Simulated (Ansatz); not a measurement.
# C2H4BrFSi: one species, many methods

How much do the methods differ for C2H4BrFSi? The plan is to run it at one geometry with functionals of several rungs and with coupled cluster, and see how far each lands from CCSD(T) at the basis-set limit for the atomisation energy.

The runs use Ansatz 0.2.0, Gaussian basis; functionals in def2-TZVPP, the program's frozen cores in correlated methods.

Plan: LDA (SPW92), PBE-D4, revPBE-D4, BLYP-D4, r2SCAN-D4, B97M-V, PBE0-D4, B3LYP-D4, r2SCANh-D4, r2SCAN0-D4, HSE06-D4, BHLYP-D4, CAM-B3LYP-D4, LC-ωPBE, ωB97X-V, ωB97M-V, B2PLYP, PBE-QIDH; CCSD(T)/def2-SVP; CCSD(T)/def2-TZVPP; MP2/def2-QZVPP; extrapolation to the limit; RPA on PBE.

## Step 1: Structure used throughout

The geometry comes from an earlier relaxation with PBE0-D4 in a triple-zeta def2 set; it is a stationary point, not always the lowest conformer.

SMILES `C=C[SiH](F)Br`, 9 atoms, charge 0, spin multiplicity 1.

Atoms are counted from 1 here; the program's logs count them from 0.

Bond lengths: C1–C2 1.331 Å, C1–H6 1.086 Å, C1–H7 1.087 Å, C2–Si3 1.837 Å, C2–H8 1.088 Å, Si3–F4 1.593 Å, Si3–Br5 2.210 Å, Si3–H9 1.477 Å. Angles: C2–C1–H6 122.2°, C2–C1–H7 121.8°, H6–C1–H7 116.0°, C1–C2–Si3 120.4°, C1–C2–H8 119.4°, Si3–C2–H8 120.2°, C2–Si3–F4 110.8°, C2–Si3–Br5 110.5°, C2–Si3–H9 111.3°, F4–Si3–Br5 106.7°, F4–Si3–H9 108.5°, Br5–Si3–H9 108.9°.

## Step 2: LDA

This LDA is Slater exchange with PW92 correlation.

Input file in.yaml:

```yaml
crystal:
  periodic: [false, false, false]
  atoms:
    - {symbol: C, position_ang: [-1.215799, 0.966190, -0.183837]}
    - {symbol: C, position_ang: [-0.240835, 0.211056, -0.683926]}
    - {symbol: Si, position_ang: [0.813390, -0.801763, 0.429127]}
    - {symbol: F, position_ang: [0.708676, -2.347076, 0.057245]}
    - {symbol: Br, position_ang: [2.939251, -0.239309, 0.207829]}
    - {symbol: H, position_ang: [-1.848238, 1.586551, -0.812043]}
    - {symbol: H, position_ang: [-1.424369, 0.999123, 0.882369]}
    - {symbol: H, position_ang: [-0.061572, 0.212194, -1.756579]}
    - {symbol: H, position_ang: [0.418095, -0.633165, 1.842617]}
basis:
  gaussian: {orbitals: def2-TZVPP}
hamiltonian: {xc: lda}
output: {orbitals: {seedname: orbitals}}
```

The run is started by

```
$ ansatz run in.yaml --threads 2 --pin off --events-out ev --progress --plain --max-ram 32768MiB --backend cpu
```

After this run come: PBE-D4 (GGA); revPBE-D4 (GGA); BLYP-D4 (GGA); r2SCAN-D4 (meta-GGA); B97M-V (meta-GGA); B3LYP-D4 (hybrid); r2SCANh-D4 (hybrid); r2SCAN0-D4 (hybrid); HSE06-D4 (hybrid); BHLYP-D4 (hybrid); CAM-B3LYP-D4 (range-separated); LC-ωPBE (range-separated); ωB97X-V (range-separated); ωB97M-V (range-separated); B2PLYP (double hybrid); PBE-QIDH (double hybrid); CCSD(T) in def2-SVP; CCSD(T) in def2-TZVPP; MP2 in def2-QZVPP; RPA on PBE orbitals.

**Question.** What will the summary of the whole plan be? Wanted: atomisation energy, CCSD(T)/CBS; farthest beyond LDA; mean size of error, GGA; mean size of error, meta-GGA; mean size of error, hybrid; mean size of error, range-separated; mean size of error, double hybrid; gap, smallest and largest; T1 diagnostic.

**Answer**, as computed:

| quantity | value |
| --- | --- |
| atomisation energy, CCSD(T)/CBS | 3513.5 kJ/mol |
| functionals within 35.1 kJ/mol (1.0 %) | BLYP-D4, r2SCAN-D4, B97M-V, PBE0-D4, B3LYP-D4, r2SCANh-D4, HSE06-D4, CAM-B3LYP-D4, ωB97X-V, ωB97M-V, PBE-QIDH |
| farthest beyond LDA | BHLYP-D4 (-114.7 kJ/mol) |
| mean size of error, GGA | 40.2 kJ/mol |
| mean size of error, meta-GGA | 4.1 kJ/mol |
| mean size of error, hybrid | 39.9 kJ/mol |
| mean size of error, range-separated | 17.8 kJ/mol |
| mean size of error, double hybrid | 39.2 kJ/mol |
| gap, smallest and largest | 4.95 eV (LDA (SPW92)), 12.28 eV (LC-ωPBE) |
| T1 diagnostic | 0.0100 |
| triples share of the correlation energy | 3.6 % |

In words: The LDA atomisation energy is off by 459.6 kJ/mol (13 %): it overbinds. PBE-D4 is off by +44.1 kJ/mol. Double hybrids carry the basis error of their MP2 part in triple zeta, and no dispersion term here, so their miss is partly the set-up's. The rungs meta-GGA, range-separated miss on average by less than the doubt on the reference (35.1 kJ/mol), so they tie. The reference freezes the cores and leaves out relativity and excitations past (T), and its outer-core shells are covered unevenly, so misses under about 35.1 kJ/mol can't be ranked. All levels share the lack of spin-orbit coupling, which lowers the free heavy atoms and so the true binding. Hartree-Fock recovers 75 % of the binding; the rest is correlation. CCSD(T) in def2-SVP is off by -224.1 kJ/mol, worse than the median functional, from the basis alone. The gap grows from 4.9 to 12.3 eV across the functionals, mostly with the share of exact exchange. Correlated methods include outer-core shells of Br, which these sets cover unevenly.
